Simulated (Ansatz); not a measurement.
# Be2S5: the cost of one run

Method: DFT PBE, scalar-relativistic, plane waves, PAW, unless a step names another level, in Ansatz 0.2.0.

3 further runs of the same task are left out: 2 that didn't finish, 1 set aside as unsound or not needed.

### 1 The starting structure

Symmetry: P3m1, No. 156, trigonal system. The conventional cell has a = 6.934 Å, b = 6.934 Å, c = 9.646 Å, α = 90.00°, β = 90.00°, γ = 120.00°. Around Be (site symmetry 3m) lie 3 S at 2.00 Å. Be (site symmetry m) has 3 S at 2.00 to 2.01 Å as nearest neighbours. S (site symmetry m) has 3 Be at 2.00 Å as nearest neighbours. Around S (site symmetry 3m) lie 3 Be at 2.01 Å. Around S (site symmetry m) lie 2 S at 2.08 Å.

As a file:

```
Be S
1.0
     6.93380    0.00000    0.00000
    -3.46690    6.00485    0.00000
     0.00000    0.00000    9.64625
Be S
4 10
Direct
  0.00000 0.00000 0.99724
  0.49991 0.50009 0.99317
  0.00017 0.50009 0.99317
  0.49991 0.99983 0.99317
  0.16659 0.83341 0.00052
  0.16659 0.33317 0.00052
  0.66683 0.83341 0.00052
  0.66667 0.33333 0.98084
  0.48940 0.51060 0.58298
  0.17727 0.35454 0.49063
  0.02120 0.51060 0.58298
  0.48940 0.97880 0.58298
  0.17727 0.82273 0.49063
  0.64546 0.82273 0.49063
```

It came out lowest among 22 distinct ends of the trial cells. At a tolerance of 0.02 Å it has space group P3m1 (No. 156).

### 2 A stricter relaxation, on the response runs' mesh and smearing

input.yaml

```yaml
crystal:
  lattice:
    - [6.9337984709, 0.0, 0.0]
    - [-3.4668992354, 6.0048456205, 0.0]
    - [0.0, 0.0, 9.6462494718]
  atoms:
    - { symbol: Be, position: [0.0, 0.0, 0.9972370641] }
    - { symbol: Be, position: [0.499913854, 0.500086146, 0.9931684041] }
    - { symbol: Be, position: [0.0001722919, 0.500086146, 0.9931684041] }
    - { symbol: Be, position: [0.499913854, 0.9998277081, 0.9931684041] }
    - { symbol: S, position: [0.166586637, 0.833413363, 0.0005237923] }
    - { symbol: S, position: [0.166586637, 0.3331732741, 0.0005237923] }
    - { symbol: S, position: [0.6668267259, 0.833413363, 0.0005237923] }
    - { symbol: S, position: [0.6666666667, 0.3333333333, 0.9808399597] }
    - { symbol: S, position: [0.4894017239, 0.5105982761, 0.5829810804] }
    - { symbol: S, position: [0.17726876, 0.35453752, 0.490634382] }
    - { symbol: S, position: [0.0211965522, 0.5105982761, 0.5829810804] }
    - { symbol: S, position: [0.4894017239, 0.9788034478, 0.5829810804] }
    - { symbol: S, position: [0.17726876, 0.82273124, 0.490634382] }
    - { symbol: S, position: [0.64546248, 0.82273124, 0.490634382] }
basis:
  ecutwfc: 420
kpoints:
  mp_grid: { grid: [6, 6, 4] }
hamiltonian:
  xc: pbe
scf:
  occupations: { method: fixed }
output:
  forces: true
  stress: true
  eigenvalues: true
relax:
  adjacent_minimum: "off"
  f_tol: 0.001
  max_steps: 60
  cell: { stress_tol: 0.01 }
```

Command:

```bash
> ansatz run input.yaml --threads 3 --pin off --max-ram 7680MiB --backend cpu --events-out ev --progress --plain --runs-dir out
```

Q: Estimate wall time and peak memory on 3 threads of AMD EPYC 9R45 (Zen 5), shared host.

About 39 s, with a peak of 0.97 GiB.
